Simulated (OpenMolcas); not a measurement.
**UHF/3-21G run of triplet C3H5Ga**

Aim: the energy of triplet C3H5Ga. 

The calculation is run with OpenMolcas 26.06.

2 further runs of the same task are left out: 1 that didn't finish, 1 set aside as unsound or not needed.

## Step 1: Starting point

C3H5Ga: 9 atoms, total charge 0, spin state triplet. SMILES of the parent species: `C#[C][GaH][CH3]`. Geometry: relaxed at PBE0-D4/def2-TZVP. That shape belongs to the parent species and isn't relaxed for this state.

Bond lengths: C1–C2 1.210 Å, C2–Ga3 1.925 Å, Ga3–C4 1.958 Å, C1–H5 1.066 Å, Ga3–H6 1.564 Å, C4–H7 1.093 Å, C4–H8 1.090 Å, C4–H9 1.094 Å. Some angles: C1–C2–Ga3 179.3°, C2–Ga3–C4 117.4°, C2–C1–H5 179.8°, C2–Ga3–H6 117.1°, C4–Ga3–H6 125.5°, Ga3–C4–H7 109.9°, Ga3–C4–H8 112.6°, Ga3–C4–H9 109.4°, H7–C4–H8 109.1°, H7–C4–H9 106.9°.

## Step 2: The energy at UHF/3-21G

File mol.xyz:

```xyz
9

C      1.498700     0.816800    -2.138700
C      0.950000     0.745200    -1.062800
Ga     0.068800     0.611200     0.643700
C     -1.036100    -0.972500     0.966400
H      1.983700     0.883100    -3.086100
H      0.292600     1.783100     1.655500
H     -0.451400    -1.877200     0.782100
H     -1.435200    -1.006300     1.980000
H     -1.871000    -0.983500     0.260000
```

File run.inp:

```
* C3H5Ga Hartree-Fock
>>> EXPORT MOLCAS_PRINT=2

&GATEWAY
  BASLIB = $CurrDir
  COORD = mol.xyz
  BASIS = 3-21G
  GROUP = NoSym

&SEWARD

&SCF
  UHF
  SPIN = 3
  THRESHOLDS = 1e-10 1e-07 1e-07 1e-05
  PRORBITALS = 1 1
```

The basis set 3-21G is read from a file made from the Basis Set Exchange's data (not shown).

On the command line:

```console
$ export MOLCAS_MEM=1860
$ pymolcas run.inp > run.log
```

**Question.** What will come out? Wanted: total energy; dipole moment; HOMO energy; LUMO energy; ⟨S²⟩.

**Answer.** As computed:

At UHF/3-21G:

```
                          quantity           value
                      total energy  -2029.50491 Eh
                     dipole moment          4.06 D
HOMO energy (highest over α and β)        -5.04 eV
 LUMO energy (lowest over α and β)        -1.40 eV
                              ⟨S²⟩           2.033
```

What this shows: The run may have ended on a state above the lowest.
